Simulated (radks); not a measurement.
# S⁺ in [Ne] 3s2 3p2.75 3d0.25: an all-electron calculation

One table from this session's results is given with a row withheld; the runs are named, their logs left out.

The numbers are computed with radks (a radial shooting solver on a logarithmic mesh, Libxc functionals) version 1 (Dirac Kohn-Sham, BP86, spin-unpolarised, spherical densities, finite nucleus; open shells fill j = l - 1/2 first), except any that are marked as measured or tabulated.

## Starting point

- element: sulfur (Z = 16)
- charge: +1
- electrons: 15
- configuration: [Ne] 3s2 3p2.75 3d0.25
- nuclear rms radius: 3.2611 fm

The first run:

Settings of this run:

```text
Z 16
configuration [Ne] 3s2 3p2.75 3d0.25
relativity Dirac
functional b88,p86
spin unpolarised
j_filling energy
nucleus finite rms 3.2611 fm
c 137.035999084
```

Steps of the session up to this table: Self-consistent calculation.

One of the session's tables, all rows but one given; the rest of the session is left out.

It belongs to the step «Orbitals and density». From the orbitals of this run (lengths in bohr):

| level | <r> | outermost maximum (interpolated) | 90 % within | nodes |
| --- | --- | --- | --- | --- |
| 1s1/2 | 0.09685 | 0.0633 | 0.173 | 0 |
| 2s1/2 | 0.4786 | 0.388 | 0.750 | 1 |
| 2p1/2 | 0.4406 | 0.324 | 0.734 | 0 |
| 2p3/2 | 0.4429 | 0.326 | 0.738 | 0 |
| 3s1/2 | ? | ? | ? | ? |
| 3p1/2 | 1.874 | 1.54 | 2.90 | 1 |
| 3p3/2 | 1.881 | 1.54 | 2.91 | 1 |
| 3d3/2 | 3.343 | 2.38 | 5.65 | 0 |
| 3d5/2 | 3.345 | 2.38 | 5.65 | 0 |

Estimate the missing values for 3s1/2.

The run gave: <r>: 1.629; outermost maximum (interpolated): 1.39; 90 % within: 2.45; nodes: 2. In the column «<r>» it lies between 2s1/2 (0.4786) and 3p1/2 (1.874).
